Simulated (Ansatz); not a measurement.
# ScSi: the cost of one run

Program: Ansatz 0.2.0. Level of theory: DFT PBEsol, scalar-relativistic, plane waves, PAW. These are calculated values, not measurements.

## Step 1: Starting point

It takes space group Cmcm (No. 63, orthorhombic). Conventional cell: a = 3.995 Å, b = 9.910 Å, c = 3.669 Å, α = 90.00°, β = 90.00°, γ = 90.00°. Sc (site symmetry m2m) is surrounded by 7 Si at 2.77 to 2.96 Å. Si (site symmetry m2m) has 2 Si at 2.44 Å and 7 Sc at 2.77 to 2.96 Å as nearest neighbours.

As a file:

```
Sc Si
1.0
     1.99734   -4.95515    0.00000
     1.99734    4.95515    0.00000
     0.00000    0.00000    3.66891
Sc Si
2 2
Direct
  0.13908 0.86092 0.25000
  0.86092 0.13908 0.75000
  0.41862 0.58138 0.25000
  0.58138 0.41862 0.75000
```

It goes back to an entry of the Materials Project.

It is the result of an earlier relaxation at this level (volume 18.16 Å³/atom; gap on the mesh: none (metal)).

## Step 2: The cell under PBEsol

input.yaml reads:

```yaml
crystal:
  lattice:
    - [1.9973401574, -4.9551533788, 0.0]
    - [1.9973401574, 4.9551533788, 0.0]
    - [0.0, 0.0, 3.6689136732]
  atoms:
    - { symbol: Sc, position: [0.1390756194, 0.8609243806, 0.25] }
    - { symbol: Sc, position: [0.8609243806, 0.1390756194, 0.75] }
    - { symbol: Si, position: [0.4186246002, 0.5813753998, 0.25] }
    - { symbol: Si, position: [0.5813753998, 0.4186246002, 0.75] }
basis:
  ecutwfc: 420
kpoints:
  mp_grid: { grid: [12, 12, 12] }
hamiltonian:
  xc: pbesol
scf:
  occupations: { method: gaussian, width: 0.1 }
output:
  forces: true
  stress: true
  eigenvalues: true
relax:
  adjacent_minimum: "off"
  f_tol: 0.005
  max_steps: 50
  cell: { stress_tol: 0.05 }
```

Launch:

```sh
$ ansatz run input.yaml --threads 2 --pin off --max-ram 5120MiB --backend cpu --events-out ev --progress --plain --runs-dir out
```

Q: Estimate wall time and peak memory on 2 threads of AMD EPYC 7B13 (Zen 3), shared host.

About 63 s, with a peak of 0.7 GiB.
